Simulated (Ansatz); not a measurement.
Write a Python script for Ansatz 0.2.0, Python API that makes a comparison of functionals at one structure of Cu, space group P-3m1. Settings (first run): PBEsol, PAW, the default cutoff (420 eV here), 10×10×1 k-points, cold smearing of 0.1 eV. The script varies functional: pbesol, r2scan, blyp.

```cif
data_structure
_symmetry_space_group_name_H-M 'P 1'
_symmetry_Int_Tables_number 1
_cell_length_a 2.5037
_cell_length_b 2.5037
_cell_length_c 24.5756
_cell_angle_alpha 90.000
_cell_angle_beta 90.000
_cell_angle_gamma 120.000
_cell_volume 133.41
loop_
_atom_site_label
_atom_site_type_symbol
_atom_site_fract_x
_atom_site_fract_y
_atom_site_fract_z
_atom_site_occupancy
Cu1 Cu 0.00000 0.00000 0.37376 1
Cu2 Cu 0.66667 0.33333 0.28961 1
Cu3 Cu 0.33333 0.66667 0.45799 1
Cu4 Cu 0.00000 0.00000 0.62624 1
Cu5 Cu 0.66667 0.33333 0.54201 1
Cu6 Cu 0.33333 0.66667 0.71039 1
```

`xc_cu.py`:
```python
# -*- coding: utf-8 -*-
"""Functional comparison for Cu (totals differ with the potentials too)."""

import csv
import warnings

import ansatz as az
import numpy as np

warnings.simplefilter("ignore", az.DeckWarning)

vectors = np.array([
    [2.503658, 0.0, 0.0],
    [-1.251829, 2.168232, 0.0],
    [0.0, 0.0, 24.575589],
])
cell = (
    az.Lattice.of(vectors)
    .atom("Cu", (0.0, 0.0, 0.373764))
    .atom("Cu", (2 / 3, 1 / 3, 0.289614))
    .atom("Cu", (1 / 3, 2 / 3, 0.457991))
    .atom("Cu", (0.0, 0.0, 0.626236))
    .atom("Cu", (2 / 3, 1 / 3, 0.542009))
    .atom("Cu", (1 / 3, 2 / 3, 0.710386))
)

base = (
    cell.calculation()
    .kpoints(10, 10, 1)
    .scf(tolerance=1e-09)
    .occupations("Marzari-Vanderbilt")
    .pseudopotentials("paw")
    .forces()
    .stress()
)

rows = []
for value in ["pbesol", "r2scan", "blyp"]:
    data = base.functional(value).run(threads=1).report
    rows.append((value, data["free_energy_ev"] / len(data["lattice"]["sites"]), data["n_iterations"], sum(data["stress_gpa"][i][i] for i in range(3)) / 3, max(abs(f) for row in data["forces_ev_ang"] for f in row), data["n_kpoints"]))

with open("xc.csv", "w", newline="") as handle:
    writer = csv.writer(handle)
    writer.writerow(["functional", "F/atom (eV)", "iterations", "P (GPa)", "max component (eV/A)", "k-points"])
    writer.writerows([round(v, 5) if isinstance(v, float) else v for v in row] for row in rows)
print(open("xc.csv").read())
```

Running `python xc_cu.py` prints:
```text
functional,F/atom (eV),iterations,P (GPa),max component (eV/A),k-points
pbesol,-6588.57353,12,-0.64537,0.07206,14
r2scan,-6631.0457,13,0.20714,0.07652,14
blyp,-6634.01569,12,7.74022,0.57978,14
```

From lowest to highest: PBEsol (-0.6 GPa), r2SCAN (0.2 GPa) and BLYP (7.7 GPa). At a fixed cell a lower pressure usually means a smaller equilibrium volume, so PBEsol prefers the smallest cell and BLYP the largest.

Notes:
- Spin is left out of this run.
- The cell holds layers, chains or clusters in vacuum, no bulk phase; its stress is averaged over the vacuum too and scales with the cell's height.
- BLYP can be off by several per cent in the lattices of metals, and by several GPa in the pressure at a fixed cell.
- For a metal this k-point mesh is coarse: on a finer one energies can move by several to tens of meV an atom and pressures by half a GPa or more, differences at one mesh by less.
- The program warned that this SCF threshold is loose for forces or stresses.
- Pressure is positive in compression.
- This isn't the structure that Cu takes at ambient conditions.
- Total energies of different functionals can't be compared; pressures, moments and gaps at this one structure can.
- The script silences the warnings on its input, which a real study should read.
- Hardware and time: 30 s on 1 thread of AMD EPYC 7B13 (Zen 3), on a shared host, peak memory 0.84 GiB.
